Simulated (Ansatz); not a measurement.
**SnF2 (SMILES [F][Sn][F]) at 6 levels**

We compute a comparison of 6 runs (HSE06/STO-3G, UB3LYP/STO-3G, wB97M-V/STO-3G, MP2/STO-3G, CCSD/STO-3G, CCSD(T)/STO-3G) of SnF2. 

The calculation is run with Ansatz 0.2.0.

54 further runs of the same task are left out: 21 that didn't finish, 33 set aside as unsound or not needed.

### 1 The structure to begin with

The species is SnF2 (3 atoms), meant as a singlet with charge 0. As SMILES, `[F][Sn][F]`. The F3–Sn1 distance was set to 4.153 Å, away from the relaxed value. At this shape a bond of the SMILES string is far longer than usual.

Bond lengths: Sn1–F2 2.077 Å.

### 2 A single-point energy at HSE06/STO-3G (run 1)

Input file run.yaml:

```yaml
crystal:
  periodic: [false, false, false]
  atoms:
    - {symbol: Sn, position_ang: [1.634198, -0.043910, -2.152396]}
    - {symbol: F, position_ang: [3.247218, -0.057580, -0.844186]}
    - {symbol: F, position_ang: [-1.623610, 0.028790, 0.422090]}
basis:
  gaussian: {orbitals: STO-3G}
accuracy: high
magnetization: {spin_polarized: false}
hamiltonian: {xc: {name: HSE06}}
```

The run is started by

```bash
$ ansatz run run.yaml --threads 1 --pin off --max-ram 2610MiB --events-out events.jsonl --progress --plain --runs-dir runs
```

What it wrote:

```text
Warning: RAYON_NUM_THREADS=1 ignored (pool sized by the plan → 1); use --threads N
Functional definition: HSE06
  name "HSE06"
  parameter a = 0.25
  parameter omega = 0.11/bohr
  exchange = pbe_x - a*pbe_x_sr(omega) + a*exact_x_sr(omega)
  correlation = pbe_c
633 factors; integrals over basis functions are off by at most 2.8e-8 eV
53 factors; integrals over basis functions are off by at most 5.0e-10 eV
mean field evaluation 1: about -167651.4217 eV, gradient 1.8e1 eV
mean field evaluation 2: about -167308.0667 eV, gradient 7.0e0 eV
mean field evaluation 4: about -167636.4598 eV, gradient 8.5e1 eV
mean field evaluation 8: about -167660.5467 eV, gradient 4.6e0 eV
mean field evaluation 16: about -167660.6549 eV, gradient 3.3e-6 eV
mean field evaluation 32: about -167655.2326 eV, gradient 1.0e0 eV
mean field evaluation 64: about -167642.7226 eV, gradient 2.8e0 eV
mean field evaluation 96: about -167655.1196 eV, gradient 3.4e1 eV
mean field -167660.65489872 eV, -6161.4154230542 hartree, gradient 1.5e-8 eV, S^2 0.000000; 8 other end points of the search recorded, 0 dependent functions left out
reference -167660.65490024 eV, -6161.4154231104 hartree; 34, 34 occupied and 3, 3 virtual orbitals, 633 factors
Total energy: -167660.65490024 eV, -6161.4154231104 hartree
```

Wall time 8.1 s (1 thread of Arm Neoverse V1, shared host); peak memory 0.13 GiB.

### 3 The energy at UB3LYP/STO-3G (run 2)

run.yaml: that of step 2 with these lines changed.

```diff
@@ -8,4 +8,4 @@
   gaussian: {orbitals: STO-3G}
+magnetization: {spin_polarized: true, initial_magnetization: 0}
+hamiltonian: {xc: {name: B3LYP}}
 accuracy: high
-magnetization: {spin_polarized: false}
-hamiltonian: {xc: {name: HSE06}}
```

The run is started by

```bash
$ ansatz run run.yaml --threads 1 --pin off --max-ram 2610MiB --events-out events.jsonl --progress --plain --runs-dir runs
```

What it wrote, shortened:

```text
Warning: RAYON_NUM_THREADS=1 ignored (pool sized by the plan → 1); use --threads N
Functional definition: B3LYP
  name "B3LYP"
[...]
633 factors; integrals over basis functions are off by at most 2.8e-8 eV
[...]
mean field -167673.51447074 eV, -6161.8880036095 hartree, gradient 4.4e-9 eV, S^2 0.970483; 9 other end points of the search recorded, 0 dependent functions left out
reference -167673.51449567 eV, -6161.8880045258 hartree; 34, 34 occupied and 3, 3 virtual orbitals, 633 factors
Total energy: -167673.51449567 eV, -6161.8880045258 hartree
```

It took 33 s on 1 thread of Arm Neoverse V1, shared host; peak memory 0.2 GiB.

### 4 The energy at wB97M-V/STO-3G (run 3)

Input file in.yaml:

```yaml
crystal:
  periodic: [false, false, false]
  atoms:
    - {symbol: Sn, position_ang: [1.634198, -0.043910, -2.152396]}
    - {symbol: F, position_ang: [3.247218, -0.057580, -0.844186]}
    - {symbol: F, position_ang: [-1.623610, 0.028790, 0.422090]}
basis:
  gaussian:
    orbitals: STO-3G
total_charge: 0
hamiltonian:
  xc: {name: wB97M-V}
accuracy: high
```

The run is started by

```bash
$ ansatz run in.yaml --threads 1 --pin off --max-ram 2610MiB --events-out events.jsonl --progress --plain --runs-dir runs
```

What it wrote, shortened:

```text
Warning: RAYON_NUM_THREADS=1 ignored (pool sized by the plan → 1); use --threads N
Functional definition: wB97M-V
  name "wB97M-V"
[...]
  gx(w, u) = 1 - cx + cx01*u + cx10*w
  gss(w, u) = css00 + css04*u^4 + css10*w + css20*w^2 + css43*w^4*u^3
  gos(w, u) = cos00 + cos10*w + (cos20 + cos21*u)*w^2 + (cos60 + cos61*u)*w^6
[...]
      + integral(e_c_pw_mod_opposite_spin*gos(b97_w_opposite, b97_u_opposite)) + vv10(b, c)
633 factors; integrals over basis functions are off by at most 2.8e-8 eV
150 factors; integrals over basis functions are off by at most 7.7e-10 eV
[...]
mean field -167674.38373941 eV, -6161.9199486440 hartree, gradient 1.3e-8 eV, S^2 0.000000; 4 other end points of the search recorded, 0 dependent functions left out
reference -167674.38374137 eV, -6161.9199487159 hartree; 34, 34 occupied and 3, 3 virtual orbitals, 633 factors
Total energy: -167674.38374137 eV, -6161.9199487159 hartree
```

Run time: 37 s. Hardware: 1 thread of Arm Neoverse V1, shared host; peak memory 0.29 GiB.

Runs 4 to 5 aren't shown in full; the table further down has their settings and results.

### 5 A single-point energy at CCSD(T)/STO-3G (run 6)

Input file job.yaml:

```yaml
crystal:
  periodic: [false, false, false]
  atoms:
    - {symbol: Sn, position_ang: [1.634198, -0.043910, -2.152396]}
    - {symbol: F, position_ang: [3.247218, -0.057580, -0.844186]}
    - {symbol: F, position_ang: [-1.623610, 0.028790, 0.422090]}
basis:
  gaussian:
    orbitals: STO-3G
correlation:
  method: ccsd_t
  frozen_orbitals: {F: 1, Sn: 18}
accuracy: high
scf:
  omitted_lower_state_checks: [cluster_reference, increment]
```

The run is started by

```bash
$ ansatz run job.yaml --threads 1 --pin off --max-ram 2610MiB --events-out events.jsonl --progress --plain --runs-dir runs
```

What it wrote:

```text
Warning: RAYON_NUM_THREADS=1 ignored (pool sized by the plan → 1); use --threads N
[... 13 lines left out ...]
20 core orbitals not correlated: weight in the atoms' cores, before any rotation towards them, 1.000 or more for the frozen orbitals, at most 0.000 for the correlated occupied ones
[... 93 lines left out ...]
WARN: these amplitudes may be one of several solutions (largest doubles amplitude 1.06, level shift 16.13 eV)
Total energy: -167603.28734012 eV, -6159.3072041610 hartree
Checks for a lower state left out: cluster_reference, increment
```

Run time: 1.4 s. Hardware: 1 thread of Arm Neoverse V1, shared host; peak memory 0.096 GiB.

### 6 The series

```tsv
run	level	frozen core orbitals	energy (Eh)	wall time
1	HSE06/STO-3G	–	-6161.415423	8.1 s
2	UB3LYP/STO-3G	–	-6161.888005	33 s
3	wB97M-V/STO-3G	–	-6161.919949	37 s
4	MP2/STO-3G	20	-6159.266254	3 s
5	CCSD/STO-3G	20	-6159.294970	1.4 s
6	CCSD(T)/STO-3G	20	-6159.307204	1.4 s
```

### 7 Summary of results

```
                                           quantity           value
                                run 6: total energy  -6159.30720 Eh
run 6: correlation energy (20 core orbitals frozen)      -305.9 mEh
                              run 6: (T) correction      -12.23 mEh
                               run 6: T1 diagnostic           0.076
```

**Reading.** Totals of different functionals can't be ranked against each other. In runs 5, 6 the T1 diagnostic is large, so a single reference may not serve. In runs 4, 5, 6 the log says that unrestricted orbitals would lower the reference, so the values rest on an unstable closed-shell determinant (other closed-shell runs at this shape may share the fault). In runs 1, 2, 3, 4, 5, 6 the basis is minimal, so the values are rough. In runs 1, 3, 4, 5, 6 a closed-shell determinant meets a far-stretched bond, which it describes badly. In runs 1, 2, 3, 4, 5, 6 relativity is left out where basis or elements ask for it. Spin contamination of the reference: run 2 ⟨S²⟩ = 0.97. Where it is this large, the reference is a mixture of spin states, and values that rest on it are in doubt. All runs together took 84 s, the longest 37 s.
